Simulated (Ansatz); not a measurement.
Geometry optimisation, Ansatz 0.2.0, DFT PBE, scalar-relativistic, plane waves, PAW.

input.yaml

```yaml
accuracy: low
crystal:
  lattice:
    - [7.957355, 0.0, 0.0]
    - [0.0, 5.6267, 0.0]
    - [0.0, 0.0, 22.946694]
  atoms:
    - { symbol: Na, position: [0.0, 0.0, 0.0435793] }
    - { symbol: Cl, position: [0.25, 0.0, 0.1302732] }
    - { symbol: Na, position: [0.75, 0.5, 0.1302732] }
    - { symbol: Cl, position: [0.5, 0.5, 0.0435793] }
    - { symbol: Na, position: [0.25, 0.5, 0.1302732] }
    - { symbol: Cl, position: [0.0, 0.5, 0.0435793] }
    - { symbol: Na, position: [0.5, 0.0, 0.0435793] }
    - { symbol: Cl, position: [0.75, 0.0, 0.1302732] }
    - { symbol: Na, position: [0.5, 0.0, 0.2169671] }
    - { symbol: Cl, position: [0.75, 0.0, 0.303661] }
    - { symbol: Na, position: [0.25, 0.5, 0.303661] }
    - { symbol: Cl, position: [0.0, 0.5, 0.2169671] }
    - { symbol: Na, position: [0.75, 0.5, 0.303661] }
    - { symbol: Cl, position: [0.5, 0.5, 0.2169671] }
    - { symbol: Na, position: [0.0, 0.0, 0.2169671] }
    - { symbol: Cl, position: [0.25, 0.0, 0.303661] }
    - { symbol: Na, position: [0.0, 0.0, 0.3903549] }
    - { symbol: Cl, position: [0.25, 0.0, 0.4770489] }
    - { symbol: Na, position: [0.75, 0.5, 0.4770489] }
    - { symbol: Cl, position: [0.5, 0.5, 0.3903549] }
    - { symbol: Na, position: [0.25, 0.5, 0.4770489] }
    - { symbol: Cl, position: [0.0, 0.5, 0.3903549] }
    - { symbol: Na, position: [0.5, 0.0, 0.3903549] }
    - { symbol: Cl, position: [0.75, 0.0, 0.4770489] }
basis:
  ecutwfc: 420.0
kpoints:
  mp_grid: { grid: [1, 2, 1] }
hamiltonian:
  xc: pbe
scf:
  occupations: { method: fermi_dirac, width: 0.05 }
  lower_state_search: "off"
relax:
  f_tol: 0.08
  max_steps: 25
  adjacent_minimum: "off"
  constraints: [{ sites: [0, 3, 5, 6] }]
output:
  write_density: true
  write_potential: true
  elf: true
  volumetric_format: npy
```

Run as:

```bash
$ ansatz run input.yaml --threads 2 --pin off --max-ram 5120MiB --backend cpu --events-out ev --progress --plain --runs-dir out
```

Problem. Where does it end, and by what steps?

Solution. The run converged. The threshold is loose, so the end isn't yet a minimum. Limits of this set-up: coarse k mesh, thin slab, slab without dipole correction, low accuracy level. After 2 steps the energy has fallen by 0.115 eV; Na17 moved furthest, 0.16 Å.

```csv
step,energy less start (eV),largest force component (eV/Å),accepted
0,0.0000,0.310,yes
1,-0.0954,0.136,yes
2,-0.1152,0.024,yes
```

```xyz
24
Lattice="7.9574 0.0000 0.0000 0.0000 5.6267 0.0000 0.0000 0.0000 22.9467" Properties=species:S:1:pos:R:3
Na 0.000 0.000 1.000
Cl 1.989 0.000 2.904
Na 5.968 2.813 2.890
Cl 3.979 2.813 1.000
Na 1.989 2.813 2.890
Cl 0.000 2.813 1.000
Na 3.979 0.000 1.000
Cl 5.968 0.000 2.904
Na 3.979 0.000 4.983
Cl 5.968 0.000 7.011
Na 1.989 2.813 6.952
Cl 0.000 2.813 4.969
Na 5.968 2.813 6.952
Cl 3.979 2.813 4.969
Na 0.000 0.000 4.983
Cl 1.989 0.000 7.011
Na 0.000 0.000 9.121
Cl 1.989 0.000 11.065
Na 5.968 2.813 10.849
Cl 3.979 2.813 9.016
Na 1.989 2.813 10.849
Cl 0.000 2.813 9.016
Na 3.979 0.000 9.121
Cl 5.968 0.000 11.065
```

Whether the end is a true minimum wasn't checked by a vibrational analysis.

The run took 25 s on 2 threads of Arm Neoverse V2, on a shared host, peak memory 1.4 GiB.
